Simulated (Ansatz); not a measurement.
# ClF9Si3Sn: how energies converge with the basis set

The task here is to estimate one member of a computed series from the others.

Program: Ansatz 0.2.0, Gaussian basis. Level of theory: one geometry, several basis sets. These are calculated values, not measurements.

Plan: PBE0-D4/def2-SVP; ωB97M-V/def2-SVP; PBE0-D4/def2-QZVPP; ωB97M-V/def2-QZVPP; the functionals' def2-TZVPP values are taken from earlier runs.

## Structure used throughout

All runs share one geometry, relaxed beforehand with PBE0-D4 in a triple-zeta def2 set. Sn takes the def2 core potential; no spin-orbit term is included.

SMILES `F[Si](F)(F)[Sn]([Cl])([Si](F)(F)F)[Si](F)(F)F`, 14 atoms, charge 0, spin multiplicity 1.

Atoms are counted from 1 here; the program's logs count them from 0.

Bond lengths: F1–Si2 1.577 Å, Si2–F3 1.574 Å, Si2–F4 1.574 Å, Si2–Sn5 2.559 Å, Sn5–Cl6 2.333 Å, Sn5–Si7 2.559 Å, Sn5–Si11 2.559 Å, Si7–F8 1.577 Å, Si7–F9 1.574 Å, Si7–F10 1.574 Å, Si11–F12 1.577 Å, Si11–F13 1.574 Å, Si11–F14 1.574 Å. Angles: F1–Si2–F3 108.1°, F1–Si2–F4 108.1°, F1–Si2–Sn5 109.8°, F3–Si2–F4 108.3°, F3–Si2–Sn5 111.2°, F4–Si2–Sn5 111.2°, Si2–Sn5–Cl6 105.4°, Si2–Sn5–Si7 113.2°, Si2–Sn5–Si11 113.2°, Cl6–Sn5–Si7 105.4°, Cl6–Sn5–Si11 105.4°, Si7–Sn5–Si11 113.2°, Sn5–Si7–F8 109.8°, Sn5–Si7–F9 111.2°, Sn5–Si7–F10 111.2°, F8–Si7–F9 108.1°, F8–Si7–F10 108.1°, F9–Si7–F10 108.3° and more.

As a file:

| atom | x (Å) | y (Å) | z (Å) |
| --- | --- | --- | --- |
| F1 | 2.8249 | -0.4695 | 1.2268 |
| Si2 | 2.4548 | -0.1099 | -0.2638 |
| F3 | 3.0119 | -1.2510 | -1.1945 |
| F4 | 3.1848 | 1.2338 | -0.6381 |
| Sn5 | -0.0837 | 0.1189 | -0.4964 |
| Cl6 | -0.4561 | 0.6622 | -2.7349 |
| Si7 | -1.0467 | 2.0723 | 0.8480 |
| F8 | -0.8345 | 1.8163 | 2.3899 |
| F9 | -2.5907 | 2.2366 | 0.5879 |
| F10 | -0.3356 | 3.4264 | 0.4749 |
| Si11 | -1.3336 | -2.0814 | -0.1135 |
| F12 | -1.1486 | -2.5483 | 1.3818 |
| F13 | -0.7845 | -3.2195 | -1.0524 |
| F14 | -2.8752 | -1.9159 | -0.3867 |

Set-up of the first run:

in.yaml reads:

```yaml
crystal:
  periodic: [false, false, false]
  atoms:
    - {symbol: F, position_ang: [2.824867, -0.469516, 1.226805]}
    - {symbol: Si, position_ang: [2.454830, -0.109917, -0.263813]}
    - {symbol: F, position_ang: [3.011874, -1.251037, -1.194466]}
    - {symbol: F, position_ang: [3.184777, 1.233792, -0.638103]}
    - {symbol: Sn, position_ang: [-0.083666, 0.118933, -0.496432]}
    - {symbol: Cl, position_ang: [-0.456090, 0.662166, -2.734934]}
    - {symbol: Si, position_ang: [-1.046690, 2.072280, 0.847972]}
    - {symbol: F, position_ang: [-0.834463, 1.816284, 2.389926]}
    - {symbol: F, position_ang: [-2.590702, 2.236593, 0.587924]}
    - {symbol: F, position_ang: [-0.335614, 3.426379, 0.474851]}
    - {symbol: Si, position_ang: [-1.333603, -2.081386, -0.113508]}
    - {symbol: F, position_ang: [-1.148645, -2.548311, 1.381819]}
    - {symbol: F, position_ang: [-0.784495, -3.219547, -1.052420]}
    - {symbol: F, position_ang: [-2.875180, -1.915914, -0.386720]}
basis:
  gaussian: {orbitals: def2-SVP}
hamiltonian: {xc: pbe0, dispersion: d4}
output: {orbitals: {seedname: orbitals}}
```

Started as:

```console
> ansatz run in.yaml --threads 11 --pin off --events-out ev --progress --plain --max-ram 120832MiB --backend cpu
```

Steps of the session up to this table: PBE0-D4 in def2-SVP; ωB97M-V in def2-SVP; PBE0-D4 in def2-QZVPP; ωB97M-V in def2-QZVPP.

One of the session's tables, all rows but one given; the rest of the session is left out.

It belongs to the step «Density functionals: the series». 

```
functional       basis  HOMO (eV)  LUMO (eV)
   PBE0-D4    def2-SVP      -8.88      -2.36
   PBE0-D4  def2-TZVPP      -9.00      -2.50
   PBE0-D4  def2-QZVPP      -9.03      -2.54
   ωB97M-V    def2-SVP     -10.88      -0.52
   ωB97M-V  def2-TZVPP     -11.03      -0.70
   ωB97M-V  def2-QZVPP          ?          ?
```

Q: Estimate the row for ωB97M-V, def2-QZVPP from the others.

The run gave: HOMO (eV): -11.07; LUMO (eV): -0.77. In the column «HOMO (eV)» it is the lowest.
